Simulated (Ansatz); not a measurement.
**CH₂Ga (quartet): from Hartree-Fock to the top rungs, cc-pVTZ**

The task here is to estimate one member of a computed series from the others.

Program: Ansatz 0.2.0, Gaussian basis. Level of theory: cc-pVTZ, core rule «outside noble gas», up to 15 orbitals frozen. These are calculated values, not measurements.

Plan: UHF; CCSD(T) on ROHF; CCSD(T) on UHF; BCCD(T) on ROHF; CCSDT(Q) on ROHF; CCSDT(Q) on UHF; CASSCF and MRCISD+Q, 9 electrons in 10 orbitals; CASSCF and NEVPT2, 9 electrons in 10 orbitals.

8 further runs of the same task are left out: 3 for a known fault of the program, 5 set aside as unsound or not needed.

## The system

The geometry is a PBE0/def2-TZVP stationary point (not a proven minimum). No spin-orbit coupling is included. The filled d shell of Ga may be among the frozen orbitals whatever the setting's name suggests; the logs give the count.

4 atoms, charge 0, spin multiplicity 4.

Atoms are counted from 1 here; the program's logs count them from 0.

Bond lengths: C1–Ga2 1.951 Å, Ga2–H3 1.561 Å, Ga2–H4 1.561 Å. Angles: C1–Ga2–H3 115.9°, C1–Ga2–H4 115.9°, H3–Ga2–H4 128.2°.

The first run:

The input, in.yaml:

```yaml
crystal:
  periodic: [false, false, false]
  atoms:
    - {symbol: C, position_ang: [0.000000, 0.000000, 1.687532]}
    - {symbol: Ga, position_ang: [0.000000, 0.000000, -0.263371]}
    - {symbol: H, position_ang: [0.000000, -1.404653, -0.945221]}
    - {symbol: H, position_ang: [0.000000, 1.404653, -0.945221]}
basis:
  gaussian: {orbitals: cc-pVTZ}
magnetization: {spin_polarized: true, initial_magnetization: 3}
hamiltonian: {xc: hf}
output: {orbitals: {seedname: orbitals}}
```

Launch:

```sh
ansatz run in.yaml --threads 1 --pin off --events-out ev --progress --plain --max-ram 2560MiB --backend cpu
```

Among the steps run: UHF; CCSD(T) on ROHF; CCSD(T) on UHF; BCCD(T) on ROHF; CCSDT(Q) on ROHF; CCSDT(Q) on UHF; CASSCF and MRCISD+Q, 9 electrons in 10 orbitals; CASSCF and NEVPT2, 9 electrons in 10 orbitals.

One table of the session follows, with a row left open; its other results are not shown here.

```
          method  from UCCSDT(Q) (kJ/mol)
            ROHF                   +506.5
             UHF                   +501.3
            RMP2                   +101.3
            UMP2                   +100.6
           RCCSD                    +18.4
           UCCSD                    +18.0
        RCCSD(T)                     +3.8
        UCCSD(T)                     +3.5
         BCCD(T)                        ?
          RCCSDT                     +0.9
          UCCSDT                     +0.6
       RCCSDT(Q)                     +0.3
       UCCSDT(Q)                        0
  CASSCF valence                   +359.7
  NEVPT2 valence                    +87.8
  MRCISD valence                    +23.9
MRCISD+Q valence                     +3.4
```

**Question.** Estimate the row for BCCD(T).

**Answer.** from UCCSDT(Q) (kJ/mol): +3.6. In the column «from UCCSDT(Q) (kJ/mol)» it lies between UCCSD(T) (+3.5) and RCCSD(T) (+3.8).

With the free atoms at the same levels and basis (separate runs), the atomisation energy is 7.577 eV at UCCSDT(Q), 7.565 eV at RCCSD(T), 7.563 eV at UCCSD(T), 6.285 eV at ROHF.

To keep in mind: Restricted and unrestricted rows rest on different reference determinants; where their highest levels disagree by more than a few hundredths of an eV, they describe different states and don't form one ladder.
